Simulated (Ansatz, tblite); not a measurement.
# Ge21H32 ring disc (AlGe₁₉H₃₂P): rung by rung

The task here is to estimate one member of a computed series from the others.

Program: Ansatz 0.2.0, Gaussian basis. Level of theory: as each input shows. These are calculated values, not measurements.

The runs, in order: GFN1-xTB, GFN2-xTB, PBE-D4/def2-TZVP, r2SCAN-D4/def2-TZVP, HF/def2-TZVP, PBE-D4/def2-SVP, PBE0-D4/def2-SVP, MP2/def2-SVP.

1 further run of the same task is left out (set aside as unsound or not needed). Runs told in other sessions of the task aren't counted.

## The geometry

The singlet was relaxed beforehand with PBE-D4/def2-SVP.

53 atoms, charge 0, spin multiplicity 1.

Bond lengths: P1–Ge12 2.366 Å, P1–Ge13 2.366 Å, P1–Ge14 2.399 Å, P1–H22 1.433 Å, Ge2–Ge13 2.451 Å, Ge2–Ge15 2.450 Å, Ge2–H23 1.559 Å, Ge2–H24 1.556 Å, Ge3–Ge15 2.454 Å, Ge3–Ge16 2.448 Å, Ge3–H25 1.561 Å, Ge3–H26 1.559 Å, Ge4–Ge12 2.451 Å, Ge4–Ge17 2.450 Å, Ge4–H27 1.556 Å, Ge4–H28 1.559 Å, Al5–Ge14 2.508 Å, Al5–Ge15 2.489 Å and more. Angles: Ge12–P1–Ge13 112.2°, Ge12–P1–Ge14 113.7°, Ge12–P1–H22 103.4°, Ge13–P1–Ge14 113.7°, Ge13–P1–H22 103.4°, Ge14–P1–H22 109.4°, Ge13–Ge2–Ge15 109.7°, Ge13–Ge2–H23 102.9°, Ge13–Ge2–H24 105.3°, Ge15–Ge2–H23 114.6°, Ge15–Ge2–H24 115.7°, H23–Ge2–H24 107.6°, Ge15–Ge3–Ge16 111.7°, Ge15–Ge3–H25 110.1°, Ge15–Ge3–H26 109.8°, Ge16–Ge3–H25 109.3°, Ge16–Ge3–H26 109.1°, H25–Ge3–H26 106.8° and more.

PBE0-D4/def2-TZVP was run before; its log isn't repeated, and its numbers join the tables.

The first run:

Tight binding, by tblite at 300 K electronic temperature and without a spin-polarisation term:

```python
tblite.interface.Calculator('GFN1-xTB', numbers, positions, charge=0, uhf=0).singlepoint()
```

Tight binding, by tblite at 300 K electronic temperature and without a spin-polarisation term:

```python
tblite.interface.Calculator('GFN2-xTB', numbers, positions, charge=0, uhf=0).singlepoint()
```

start.molden holds the orbitals of an earlier run on this state, given as this run's starting guess.

Input file in.yaml:

```yaml
crystal:
  periodic: [false, false, false]
  atoms:
    - {symbol: P, position_ang: [-3.105570, -3.106425, 0.497525]}
    - {symbol: Ge, position_ang: [-3.301732, -0.150750, -2.126848]}
    - {symbol: Ge, position_ang: [-3.327843, 2.561977, 0.573278]}
    - {symbol: Ge, position_ang: [-0.149265, -3.302687, -2.126074]}
    - {symbol: Al, position_ang: [-0.330424, -0.329883, 0.773084]}
    - {symbol: Ge, position_ang: [2.562787, -3.325363, 0.573765]}
    - {symbol: Ge, position_ang: [2.615828, -0.554912, -2.128807]}
    - {symbol: Ge, position_ang: [-0.556059, 2.616105, -2.128319]}
    - {symbol: Ge, position_ang: [-0.356897, 5.365756, 0.643766]}
    - {symbol: Ge, position_ang: [2.460206, 2.461643, 0.647831]}
    - {symbol: Ge, position_ang: [5.366133, -0.352936, 0.641724]}
    - {symbol: Ge, position_ang: [-1.789000, -4.568689, -0.816225]}
    - {symbol: Ge, position_ang: [-4.567587, -1.791605, -0.818245]}
    - {symbol: Ge, position_ang: [-1.838563, -1.838406, 2.091431]}
    - {symbol: Ge, position_ang: [-1.791439, 1.093793, -0.653431]}
    - {symbol: Ge, position_ang: [-2.119926, 4.224060, 1.903430]}
    - {symbol: Ge, position_ang: [1.093756, -1.790211, -0.653597]}
    - {symbol: Ge, position_ang: [1.111501, 1.110938, 2.191509]}
    - {symbol: Ge, position_ang: [4.226999, -2.117608, 1.901480]}
    - {symbol: Ge, position_ang: [3.879104, 1.022648, -0.743188]}
    - {symbol: Ge, position_ang: [1.019866, 3.880476, -0.741871]}
    - {symbol: H, position_ang: [-3.991725, -3.992499, 1.191948]}
    - {symbol: H, position_ang: [-4.424137, 0.711194, -2.781688]}
    - {symbol: H, position_ang: [-2.617606, -0.969926, -3.259267]}
    - {symbol: H, position_ang: [-4.243218, 1.715668, 1.513547]}
    - {symbol: H, position_ang: [-4.269192, 3.298064, -0.428658]}
    - {symbol: H, position_ang: [-0.968800, -2.620400, -3.259351]}
    - {symbol: H, position_ang: [0.713754, -4.425037, -2.779595]}
    - {symbol: H, position_ang: [1.716904, -4.239218, 1.515920]}
    - {symbol: H, position_ang: [3.297282, -4.268362, -0.427815]}
    - {symbol: H, position_ang: [1.827266, 0.173130, -3.255947]}
    - {symbol: H, position_ang: [3.616537, -1.536404, -2.814634]}
    - {symbol: H, position_ang: [-1.537458, 3.615965, -2.815483]}
    - {symbol: H, position_ang: [0.173480, 1.827408, -3.254403]}
    - {symbol: H, position_ang: [-1.045093, 6.405268, -0.292321]}
    - {symbol: H, position_ang: [0.534219, 6.164038, 1.642136]}
    - {symbol: H, position_ang: [3.428159, 3.429650, 1.405096]}
    - {symbol: H, position_ang: [6.406266, -1.039637, -0.294804]}
    - {symbol: H, position_ang: [6.163623, 0.538699, 1.640294]}
    - {symbol: H, position_ang: [-2.865089, -5.389187, -1.586839]}
    - {symbol: H, position_ang: [-1.164200, -5.479934, 0.277146]}
    - {symbol: H, position_ang: [-5.385929, -2.868750, -1.589694]}
    - {symbol: H, position_ang: [-5.480983, -1.167587, 0.273782]}
    - {symbol: H, position_ang: [-3.050846, -1.294880, 2.917393]}
    - {symbol: H, position_ang: [-1.295000, -3.050315, 2.917912]}
    - {symbol: H, position_ang: [-3.129634, 5.290775, 2.426786]}
    - {symbol: H, position_ang: [-1.505452, 3.518630, 3.143873]}
    - {symbol: H, position_ang: [2.123957, 0.362012, 3.111970]}
    - {symbol: H, position_ang: [0.364061, 2.122004, 3.114667]}
    - {symbol: H, position_ang: [3.524028, -1.504570, 3.144085]}
    - {symbol: H, position_ang: [5.294983, -3.127661, 2.421709]}
    - {symbol: H, position_ang: [4.780056, 1.911371, -1.660910]}
    - {symbol: H, position_ang: [1.907910, 4.782619, -1.659073]}
basis:
  gaussian: {orbitals: def2-TZVP, fitting: {mean_field: def2-universal-jkfit}, initial_orbitals: start.molden}
hamiltonian: {xc: pbe, dispersion: d4}
scf: {omitted_lower_state_checks: [starts]}
output: {forces: true, orbitals: {seedname: orbitals}}
```

Command:

```console
ansatz run in.yaml --threads 11 --pin off --events-out ev --progress --plain --max-ram 174080MiB --backend cuda --devices 0, --max-vram 75GiB
```

Among the steps run: PBE-D4/def2-TZVP; r2SCAN-D4/def2-TZVP; HF/def2-TZVP; PBE-D4/def2-SVP; PBE0-D4/def2-SVP; MP2/def2-SVP.

One table of the session follows, with a row left open; its other results are not shown here.

It belongs to the step «Binding energy». 

| level | binding an atom (eV) |
| --- | --- |
| HF/def2-SVP | 2.011 |
| HF/def2-TZVP | 2.011 |
| PBE-D4/def2-SVP | 2.854 |
| PBE-D4/def2-TZVP | ? |
| r2SCAN-D4/def2-TZVP | 2.890 |
| PBE0-D4/def2-SVP | 2.854 |
| PBE0-D4/def2-TZVP | 2.852 |
| MP2/def2-SVP | 2.663 |

Q: Estimate the row for PBE-D4/def2-TZVP from the others.

The run gave: binding an atom (eV): 2.853. In the column «binding an atom (eV)» it lies between PBE0-D4/def2-TZVP (2.852) and PBE-D4/def2-SVP (2.854).

To keep in mind: Free atoms were run apart at each level; binding is atoms less cluster, divided by the number of atoms, without zero-point or spin-orbit terms.
